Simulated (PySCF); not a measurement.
**RuSF₂: relaxation and vibrations of the triplet**

Where does triplet RuSF₂ go from a PBE0 minimum start, is the end point a minimum, and what are its modes, charges and moments?

Computed with PySCF 2.14.0. Level: B3LYP, basis Ru def2-SVP with ECP28, S def2-SVP, F def2-SVP, scalar-relativistic core potentials, no spin–orbit coupling, density fitting.

### Step 1. The starting structure

4 atoms, charge 0, spin multiplicity 3.

Bond lengths: Ru1–S2 2.037 Å, Ru1–F3 1.820 Å, Ru1–F4 1.820 Å. Angles: S2–Ru1–F3 111.1°, S2–Ru1–F4 111.1°, F3–Ru1–F4 137.9°.

```xyz
4
charge 0 multiplicity 3
Ru   -0.2344    0.0000    0.0000
S     1.8031    0.0000    0.0000
F    -0.8887    1.6988    0.0000
F    -0.8887   -1.6988    0.0000
```

### Step 2. Finding the electronic state

The steps below are one call of a driver around PySCF. For each, scf.py gives the equivalent set-up of the SCF; relaxations use the driver's own optimiser. After this first run the driver tries any further starts and a stability analysis.

scf.py reads:

```python
from pyscf import gto, scf, dft
mol = gto.M(atom='''
Ru    -0.234370    -0.000000    -0.000000
S      1.803120     0.000000     0.000000
F     -0.888660     1.698760     0.000000
F     -0.888660    -1.698760     0.000000''',
    basis={'Ru': 'def2-SVP', 'S': 'def2-SVP', 'F': 'def2-SVP'},
    ecp={'Ru': 'def2-SVP'},
    charge=0, spin=2)
mf = dft.UKS(mol, xc='B3LYP')
mf.grids.atom_grid = (50, 194)
aux = {'Ru': 'def2-universal-JKFIT', 'S': 'def2-universal-JKFIT', 'F': 'def2-universal-JKFIT'}
mf = mf.density_fit(auxbasis=aux)
mf.conv_tol = 1e-08
mf.diis_space = 10
mf.max_cycle = 60
mf.init_guess = 'minao'
mf.verbose = 4
mf.kernel()
```

Started as:

```sh
OMP_NUM_THREADS=2 python axn.py task.json out
```

The runs that follow: Relaxation: PBE0 minimum start, triplet; Frequencies.

Q: Predict the outcome of this session. Wanted: minimum; geometry; wavenumbers; dipole moment; highest occupied, lowest empty level; polar-tensor charge of Ru1; zero-point energy; atomisation energy; ⟨S²⟩.

**Answer**, as computed:

| quantity | value |
| --- | --- |
| minimum | triplet, C2v |
| geometry | Ru–F 1.832 Å (×2), Ru–S 2.055 Å; F–Ru–F 137.6°, F–Ru–S 111.2° (×2) |
| wavenumbers (cm⁻¹) | 157 (b1), 178 (a1), 178 (b2), 554 (a1), 648 (a1), 705 (b2) |
| dipole moment | 0.69 D |
| highest occupied, lowest empty level (either spin) | -7.31, -4.70 eV |
| polar-tensor charge of Ru1 | +1.21 e |
| zero-point energy | 14.5 kJ/mol |
| entropy at 298.15 K | 323.6 J/(mol K) |
| atomisation energy (no zero-point energy) | 1205 kJ/mol |
| ⟨S²⟩ | 2.025 |

**Reading.** The molecule stays C2v, as typed, and the end point is a minimum. In the infrared the band at 705 cm⁻¹ (b2, stretch) leads. Most of the spin sits on Ru1 (Mulliken spin 1.53, against 2 for the whole molecule). The first SCF alone would have been 38 kJ/mol too high. Only this shape and spin were tried, so other structures or states may lie lower. Open d and f shells are described by one determinant, and the ground state may have another occupation or spin.
